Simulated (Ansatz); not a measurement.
# Triethylaluminium (C6H15Al): how energies converge with the basis set

Aim: see how fast density functionals converge with the basis set for triethylaluminium (C6H15Al).

Computed with Ansatz 0.2.0, Gaussian basis. Level: one geometry, several basis sets.

Levels to be run: PBE0-D4/def2-SVP; ωB97M-V/def2-SVP; PBE0-D4/def2-QZVPP; ωB97M-V/def2-QZVPP; the functionals' def2-TZVPP values are taken from earlier runs.

1 further run of the same task is left out (it didn't finish).

## (1) The relaxed structure

An earlier PBE0-D4 in a triple-zeta def2 set relaxation fixed the geometry.

SMILES `C[CH2][Al]([CH2]C)[CH2]C`, 22 atoms, charge 0, spin multiplicity 1.

Atoms are counted from 1 here; the program's logs count them from 0.

Bond lengths: C1–C2 1.528 Å, C1–H8 1.095 Å, C1–H9 1.094 Å, C1–H10 1.094 Å, C2–Al3 1.968 Å, C2–H11 1.099 Å, C2–H12 1.099 Å, Al3–C4 1.968 Å, Al3–C6 1.968 Å, C4–C5 1.528 Å, C4–H13 1.099 Å, C4–H14 1.099 Å, C5–H15 1.094 Å, C5–H16 1.095 Å, C5–H17 1.094 Å, C6–C7 1.528 Å, C6–H18 1.099 Å, C6–H19 1.099 Å and more. Angles: C2–C1–H8 112.5°, C2–C1–H9 111.7°, C2–C1–H10 111.7°, H8–C1–H9 107.0°, H8–C1–H10 107.1°, H9–C1–H10 106.5°, C1–C2–Al3 116.7°, C1–C2–H11 110.1°, C1–C2–H12 110.1°, Al3–C2–H11 107.7°, Al3–C2–H12 107.6°, H11–C2–H12 103.8°, C2–Al3–C4 120.0°, C2–Al3–C6 120.0°, C4–Al3–C6 120.0°, Al3–C4–C5 116.7°, Al3–C4–H13 107.7°, Al3–C4–H14 107.6° and more.

## (2) PBE0-D4 in def2-SVP

in.yaml

```yaml
crystal:
  periodic: [false, false, false]
  atoms:
    - {symbol: C, position_ang: [1.054540, -2.214220, -1.697824]}
    - {symbol: C, position_ang: [1.404020, -0.868545, -1.063675]}
    - {symbol: Al, position_ang: [-0.005535, -0.000585, 0.000143]}
    - {symbol: C, position_ang: [-1.767923, -0.856503, 0.182689]}
    - {symbol: C, position_ang: [-2.807800, -0.114636, 1.021416]}
    - {symbol: C, position_ang: [0.347213, 1.724011, 0.879610]}
    - {symbol: C, position_ang: [1.740072, 2.321965, 0.685246]}
    - {symbol: H, position_ang: [1.884366, -2.633107, -2.276165]}
    - {symbol: H, position_ang: [0.782123, -2.957720, -0.943284]}
    - {symbol: H, position_ang: [0.200329, -2.131751, -2.375957]}
    - {symbol: H, position_ang: [2.291315, -0.971431, -0.423301]}
    - {symbol: H, position_ang: [1.721111, -0.156756, -1.839099]}
    - {symbol: H, position_ang: [-2.157541, -1.036987, -0.829190]}
    - {symbol: H, position_ang: [-1.607768, -1.866386, 0.586162]}
    - {symbol: H, position_ang: [-3.021481, 0.877960, 0.614563]}
    - {symbol: H, position_ang: [-3.760813, -0.650584, 1.077533]}
    - {symbol: H, position_ang: [-2.464327, 0.037504, 2.048681]}
    - {symbol: H, position_ang: [-0.419730, 2.434603, 0.540308]}
    - {symbol: H, position_ang: [0.135222, 1.600982, 1.951215]}
    - {symbol: H, position_ang: [2.521936, 1.654418, 1.058747]}
    - {symbol: H, position_ang: [1.861175, 3.279286, 1.202489]}
    - {symbol: H, position_ang: [1.960193, 2.498282, -0.371608]}
basis:
  gaussian: {orbitals: def2-SVP}
hamiltonian: {xc: pbe0, dispersion: d4}
output: {orbitals: {seedname: orbitals}}
```

Started as:

```console
> ansatz run in.yaml --threads 2 --pin off --events-out ev --progress --plain --max-ram 32768MiB --backend cpu
```

After this run come: ωB97M-V in def2-SVP; PBE0-D4 in def2-QZVPP; ωB97M-V in def2-QZVPP.

Before running them: what should the planned runs give, taken together? Wanted: PBE0-D4: double and triple zeta above quadruple; ωB97M-V: double and triple zeta above quadruple.

As calculated:

| quantity | value |
| --- | --- |
| PBE0-D4: double and triple zeta above quadruple | 9.90, 0.58 eV |
| ωB97M-V: double and triple zeta above quadruple | 10.35, 0.57 eV |

**Reading.** PBE0-D4 gains 9.32 eV from double to triple zeta, then 0.58 eV more. These are total energies; as a rule much of such shifts cancels in differences, which this series doesn't test.
